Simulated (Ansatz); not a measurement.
# Mn2V2O7: the cost of one run

Program: Ansatz 0.2.0. Level of theory: DFT, r2SCAN, no spin polarisation, plane waves, PAW. These are calculated values, not measurements.

## (1) The cell

Symmetry: C2/m, No. 12, monoclinic system. The conventional cell has a = 6.639 Å, b = 8.616 Å, c = 4.907 Å, α = 90.00°, β = 103.60°, γ = 90.00°. Mn (site symmetry 2) is surrounded by 6 O at 2.09 to 2.29 Å. Around V (site symmetry m) lie 4 O at 1.66 to 1.76 Å. O (site symmetry 2/m) is surrounded by 2 V at 1.76 Å. O (site symmetry m) is surrounded by 1 V at 1.69 Å and 2 Mn at 2.13 Å. Around O (site symmetry 1) lie 1 V at 1.66 Å and 2 Mn at 2.09 to 2.29 Å.

Symmetry-reduced, conventional setting; the input below types the cell that was run:

```cif
data_structure
_symmetry_space_group_name_H-M 'C2/m'
_symmetry_Int_Tables_number 12
_cell_length_a 6.6394
_cell_length_b 8.6158
_cell_length_c 4.9072
_cell_angle_alpha 90.000
_cell_angle_beta 103.600
_cell_angle_gamma 90.000
_cell_volume 272.84
loop_
_atom_site_label
_atom_site_type_symbol
_atom_site_symmetry_multiplicity
_atom_site_Wyckoff_symbol
_atom_site_fract_x
_atom_site_fract_y
_atom_site_fract_z
_atom_site_occupancy
Mn1 Mn 4 h 0.50000 0.81100 0.50000 1
V1 V 4 i 0.23900 0.00000 0.90300 1
O1 O 2 a 0.00000 0.00000 0.00000 1
O2 O 4 i 0.41000 0.00000 0.21900 1
O3 O 8 j 0.23100 0.16100 0.71400 1
```

The run starts from a saved solution of this cell (checkpoint.read), perhaps found on another mesh.

## (2) Self-consistent run

Contents of input.yaml:

```yaml
crystal:
  lattice:
    - [3.31972286, 4.30788266, 0.0]
    - [3.31972286, -4.30788266, 0.0]
    - [1.15389396, 0.0, -4.76961021]
  atoms:
    - { symbol: Mn, position: [0.311, 0.689, 0.5] }
    - { symbol: Mn, position: [0.689, 0.311, 0.5] }
    - { symbol: V, position: [0.239, 0.239, 0.097] }
    - { symbol: V, position: [0.761, 0.761, 0.903] }
    - { symbol: O, position: [0.0, 0.0, 0.0] }
    - { symbol: O, position: [0.41, 0.41, 0.781] }
    - { symbol: O, position: [0.59, 0.59, 0.219] }
    - { symbol: O, position: [0.392, 0.07, 0.286] }
    - { symbol: O, position: [0.93, 0.608, 0.714] }
    - { symbol: O, position: [0.608, 0.93, 0.714] }
    - { symbol: O, position: [0.07, 0.392, 0.286] }
  symmetry: { tolerance: 0.0003 }
kpoints:
  mp_grid: { grid: [5, 5, 6], shift: [0, 0, 0] }
  band_path:
    path:
      - [0.0, 0.0, 0.0]
      - [0.5, -0.5, 0.0]
      - [0.5, -0.5, -0.5]
      - [0.0, 0.0, -0.5]
      - [0.0, 0.0, 0.0]
      - [0.0, -0.5, -0.5]
      - [0.0, 0.0, 0.0]
      - [0.0, -0.5, 0.0]
    npoints: 8
magnetization:
  spin_polarized: false
scf:
  occupations: { method: cold, width: 0.202 }
  lower_state_search: "off"
  max_iter: 200
hamiltonian:
  pseudopotentials: { kind: paw }
  xc: r2scan
basis:
  ecutwfc: 500
  fft_grid_basis: typed
output:
  forces: true
  stress: true
  eigenvalues: true
  populations: true
  elf: true
  write_potential: true
  volumetric_format: npy
  dos:
    e_range: [-12, 8]
    de: 0.05
    projected: { site_lists: { Mn: [Mn], O: [O], V: [V] } }
checkpoint:
  read: saved_state
```

What time and memory should one allow on 1 thread of an x86-64 CPU, shared host?

About 51 s, with a peak of 0.91 GiB.
